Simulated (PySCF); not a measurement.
# As2 (SMILES [As]#[As]): levels of theory compared

Wanted: a comparison of 6 runs (BHLYP/def2-TZVPPD, M06-2X/def2-TZVPPD, SVWN5/def2-TZVPPD, wB97X/def2-TZVPPD, SCS-MP2/def2-TZVPPD, CCSD(T)/def2-TZVPPD) of As2. 

Program for the calculation: PySCF 2.14.0.

1 further run of the same task is left out (set aside as unsound or not needed).

**1. The system as given**

As2 has 2 atoms, charge 0, and is taken as a singlet. SMILES: `[As]#[As]`. The shape is that of a PBE0-D4/def2-TZVP optimisation.

Bond lengths: As1–As2 2.089 Å.

**2. The energy at BHLYP/def2-TZVPPD (run 1)**

File geometry.xyz:

```xyz
2
As2
As     0.000000     0.000000     0.002480
As     0.000000     0.000000     2.091490
```

File job.py:

```python
# As2
from pyscf import gto, dft

mol = gto.Mole()
mol.atom = 'geometry.xyz'
mol.charge = 0
mol.verbose = 3
mol.basis = 'def2-tzvppd'
mol.max_memory = 1860
mol.build()

myscf = dft.RKS(mol)
myscf.xc = 'bhandhlyp'
myscf.conv_tol = 1e-10
myscf.grids.level = 5
myscf.kernel()
if not myscf.converged:
    myscf = myscf.newton().run(myscf.mo_coeff, myscf.mo_occ)

e_final = myscf.e_tot
print('E(%s) = %.9f' % ('BHLYP', e_final))
```

The run is started by

```
$ OMP_NUM_THREADS=1 python job.py
```

Log:

```text
converged SCF energy = -4471.72711289188
E(BHLYP) = -4471.727112892
```

It took 8.7 s on 1 thread of Arm Neoverse V2, shared host; peak memory 0.54 GiB.

**3. A single-point energy at M06-2X/def2-TZVPPD (run 2)**

File calc.py:

```python
from pyscf import gto, dft

mol = gto.M(
    atom='''
As     0.000000     0.000000     0.002480
As     0.000000     0.000000     2.091490
''',
    charge=0,
    max_memory=1860,
    basis='def2-tzvppd',
    verbose=3,
)

mf = dft.RKS(mol, xc='m06-2x')
mf.conv_tol = 1e-10
mf.grids.level = 5
mf.kernel()
if not mf.converged:
    mf = mf.newton().run(mf.mo_coeff, mf.mo_occ)

e_final = mf.e_tot
print('E(%s) = %.9f' % ('M06-2X', e_final))
```

The run is started by

```
$ OMP_NUM_THREADS=1 python calc.py
```

Log:

```text
converged SCF energy = -4471.78237801754
E(M06-2X) = -4471.782378018
```

It took 15 s on 1 thread of Arm Neoverse V2, shared host; peak memory 0.57 GiB.

Runs 3 to 5 aren't shown in full; the table further down has their settings and results.

**4. The energy at CCSD(T)/def2-TZVPPD (run 6)**

File job.py:

```python
from pyscf import gto, cc

mol = gto.M(
    atom=[
    ('As', (0.000000, -0.000000, 0.002480)),
    ('As', (-0.000000, 0.000000, 2.091490)),
],
    max_memory=1860,
    verbose=4,
    basis='def2-tzvppd',
)

hf = mol.RHF()
hf.conv_tol = 1e-10
hf.kernel()
if not hf.converged:
    hf = hf.newton().run(hf.mo_coeff, hf.mo_occ)

mycc = cc.CCSD(hf, frozen=18)
mycc.kernel()
e_t = mycc.ccsd_t()
e_final = mycc.e_tot + e_t
print('Final energy', e_final)
```

The run is started by

```
$ OMP_NUM_THREADS=1 python job.py
```

Log:

```text
PySCF version 2.14.0

[INPUT] num. atoms = 2
[INPUT] num. electrons = 66
[INPUT] charge = 0
[INPUT] spin (= nelec alpha-beta = 2S) = 0
[INPUT] symmetry False subgroup None
[INPUT] Mole.unit = angstrom
[INPUT] Symbol           X                Y                Z      unit          X                Y                Z       unit  Magmom
[INPUT]  1 As     0.000000000000   0.000000000000   0.002480000000 AA    0.000000000000   0.000000000000   0.004686520789 Bohr   0.0
[INPUT]  2 As     0.000000000000   0.000000000000   2.091490000000 AA    0.000000000000   0.000000000000   3.952343292267 Bohr   0.0

nuclear repulsion = 275.859848776157
number of shells = 36
number of NR pGTOs = 218
number of NR cGTOs = 108
basis = def2-tzvppd
ecp = {}

******** <class 'pyscf.scf.hf.RHF'> ********
method = RHF
initial guess = minao
damping factor = 0
level_shift factor = 0
DIIS = <class 'pyscf.scf.diis.CDIIS'>
diis_start_cycle = 1
diis_space = 8
diis_damp = 0
SCF conv_tol = 1e-10
SCF conv_tol_grad = None
SCF max_cycles = 50
direct_scf = True
direct_scf_tol = 1e-13
Set gradient conv threshold to 1e-05
Initial guess from minao.
init E= -4467.00357265943
  HOMO = -0.27374119918213  LUMO = -0.0728533421072548  gap/eV = 5.46644
cycle= 1 E= -4468.39817670977  delta_E= -1.39  |g|= 0.246  |ddm|= 1.65
  HOMO = -0.351967862091861  LUMO = -0.00289919196718751  gap/eV = 9.49864
cycle= 2 E= -4468.40705467369  delta_E= -0.00888  |g|= 0.147  |ddm|= 0.279
  HOMO = -0.34263310750117  LUMO = 0.00529198363529043  gap/eV = 9.46752
cycle= 3 E= -4468.40882633022  delta_E= -0.00177  |g|= 0.0198  |ddm|= 0.0855
  HOMO = -0.341154107733827  LUMO = 0.00794612931538566  gap/eV = 9.49950
cycle= 4 E= -4468.40907368255  delta_E= -0.000247  |g|= 0.00335  |ddm|= 0.0551
  HOMO = -0.341737994494435  LUMO = 0.00774476315065152  gap/eV = 9.50991
cycle= 5 E= -4468.40907992908  delta_E= -6.25e-06  |g|= 0.000423  |ddm|= 0.00885
  HOMO = -0.34159644082974  LUMO = 0.00785335889595843  gap/eV = 9.50901
cycle= 6 E= -4468.40908002229  delta_E= -9.32e-08  |g|= 0.00011  |ddm|= 0.00101
  HOMO = -0.34161179822289  LUMO = 0.00785459946331739  gap/eV = 9.50947
cycle= 7 E= -4468.40908002951  delta_E= -7.22e-09  |g|= 2.53e-05  |ddm|= 0.000227
  HOMO = -0.341611125297868  LUMO = 0.0078573746888559  gap/eV = 9.50952
cycle= 8 E= -4468.40908003031  delta_E= -7.99e-10  |g|= 3.77e-06  |ddm|= 8.88e-05
  HOMO = -0.341610867133974  LUMO = 0.00785807460544032  gap/eV = 9.50953
cycle= 9 E= -4468.40908003032  delta_E= -5.46e-12  |g|= 3.59e-07  |ddm|= 1.26e-05
  HOMO = -0.341610890939221  LUMO = 0.00785806546558655  gap/eV = 9.50953
Extra cycle  E= -4468.40908003032  delta_E= -5.46e-12  |g|= 1.24e-07  |ddm|= 8.26e-07
converged SCF energy = -4468.40908003032

******** <class 'pyscf.cc.ccsd.CCSD'> ********
CC2 = 0
CCSD nocc = 15, nmo = 90
frozen orbitals 18
max_cycle = 50
direct = 0
conv_tol = 1e-07
conv_tol_normt = 1e-05
diis_space = 6
diis_start_cycle = 0
diis_start_energy_diff = 1e+09
Init t2, MP2 energy = -4468.9228459635  E_corr(MP2) -0.513765933181949
Init E_corr(CCSD) = -0.513765933181942
cycle = 1  E_corr(CCSD) = -0.48352090416026  dE = 0.030245029  norm(t1,t2) = 0.0742347
cycle = 2  E_corr(CCSD) = -0.505482019805515  dE = -0.0219611156  norm(t1,t2) = 0.0319195
cycle = 3  E_corr(CCSD) = -0.503070406118861  dE = 0.00241161369  norm(t1,t2) = 0.0115448
cycle = 4  E_corr(CCSD) = -0.505596532265866  dE = -0.00252612615  norm(t1,t2) = 0.00704627
cycle = 5  E_corr(CCSD) = -0.505776471161676  dE = -0.000179938896  norm(t1,t2) = 0.00137181
cycle = 6  E_corr(CCSD) = -0.505643742394858  dE = 0.000132728767  norm(t1,t2) = 0.000420298
cycle = 7  E_corr(CCSD) = -0.505670603649255  dE = -2.68612544e-05  norm(t1,t2) = 0.00013654
cycle = 8  E_corr(CCSD) = -0.50567839068968  dE = -7.78704043e-06  norm(t1,t2) = 2.80645e-05
cycle = 9  E_corr(CCSD) = -0.50567647661001  dE = 1.91407967e-06  norm(t1,t2) = 8.91759e-06
cycle = 10  E_corr(CCSD) = -0.50567629037824  dE = 1.8623177e-07  norm(t1,t2) = 2.82524e-06
cycle = 11  E_corr(CCSD) = -0.505676423545101  dE = -1.33166861e-07  norm(t1,t2) = 6.08712e-07
cycle = 12  E_corr(CCSD) = -0.505676379507404  dE = 4.40376965e-08  norm(t1,t2) = 2.0523e-07
CCSD converged
E(CCSD) = -4468.914756409829  E_corr = -0.5056763795074042
CCSD(T) correction = -0.0274531311406103
Final energy -4468.94220954097
```

Wall time 74 s (1 thread of Arm Neoverse V2, shared host); peak memory 0.71 GiB.

**5. Overview of the runs**

```csv
run,level,integration grid,frozen core orbitals,energy (Eh),dipole moment (D) of the reference,HOMO energy (eV),LUMO energy (eV),wall time
1,BHLYP/def2-TZVPPD,5,–,-4471.727113,0.00,-8.18,-1.84,8.7 s
2,M06-2X/def2-TZVPPD,5,–,-4471.782378,0.00,-8.45,-1.96,15 s
3,SVWN5/def2-TZVPPD,5,–,-4465.226464,0.00,-6.73,-3.56,5.4 s
4,wB97X/def2-TZVPPD,5,–,-4471.829997,0.00,-9.50,-0.71,23 s
5,SCS-MP2/def2-TZVPPD,–,18,-4468.885256,0.00,-9.30,0.21,3.6 s
6,CCSD(T)/def2-TZVPPD,–,18,-4468.942210,0.00,-9.30,0.21,74 s
```

**6. What came out**

```
                                           quantity           value
                                run 6: total energy  -4468.94221 Eh
        run 6: dipole moment (Hartree–Fock density)          0.00 D
         run 6: HOMO energy (Hartree–Fock orbitals)        -9.30 eV
         run 6: LUMO energy (Hartree–Fock orbitals)         0.21 eV
       run 6: HOMO–LUMO gap (Hartree–Fock orbitals)         9.51 eV
run 6: correlation energy (18 core orbitals frozen)      -533.1 mEh
                              run 6: (T) correction      -27.45 mEh
                               run 6: T1 diagnostic           0.012
```

**Reading.** Over runs 1, 2, 3, 4 the HOMO–LUMO gap runs from 3.17 eV (SVWN5/def2-TZVPPD) to 8.79 eV (wB97X/def2-TZVPPD). Totals of different functionals can't be ranked against each other. All runs together took 2.2 min, the longest 74 s.
